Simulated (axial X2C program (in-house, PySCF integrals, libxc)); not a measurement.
**A two-component session on TeF: EOM-IP-CCSD levels**

Aim: EOM-IP-CCSD levels of TeF, with spin–orbit coupling in the Hamiltonian from the start.

Computed with an in-house X2C program for linear molecules on PySCF integrals. Level: two-component X2C with atomic mean-field terms, Te dyall-acv3z, F dyall-av3z.

All values are calculated.

### Step 1. Set-up

File task.json:

```json
{
 "zs": [
  52,
  9
 ],
 "q": 0,
 "bas": [
  "dyall-acv3z",
  "dyall-av3z"
 ],
 "r0": 2.0,
 "eom": "ip",
 "rq": -1,
 "thr": -1.0,
 "nmax": 95,
 "grid": [
  1,
  0.96,
  1.045,
  0.92,
  1.09,
  1.15
 ]
}
```

Keys: zs atomic numbers; q charge; bas basis sets; r0 starting distance in Å; eom kind of EOM run; thr threshold in hartree for freezing inner shells (an s shell follows its p shell); nmax most natural virtual spinors; grid distances as factors.

Started as:

```console
> python soeom.py task.json out
```

The runs that follow: EOM-IP-CCSD at 2.010 Å.

Q: Predict the outcome of this session. Wanted: next root led by one particle; T1 of the reference; lowest state, Re and ωe.

**Answer**, as computed:

| quantity | value |
| --- | --- |
| lowest root at 2.010 Å | Ω = 3/2, 2.264 eV |
| next root led by one particle | Ω = 1/2, about 4200 cm⁻¹ higher |
| T1 of the reference | 0.014 |
| lowest state, Re and ωe | 1.910 Å, 632 cm⁻¹ |

Removing an electron from the reference determinant of TeF⁻ costs 2.26 eV and empties a spinor of 89% Te pπ, 7% F pπ. Errors of 0.1 to 0.3 eV are usual at this size, and roots led by higher excitations are left out, so the list is incomplete, and low states of that kind can be missing. The bond is 0.096 Å shorter than in the closed-shell reference at CCSD (2.006 Å).
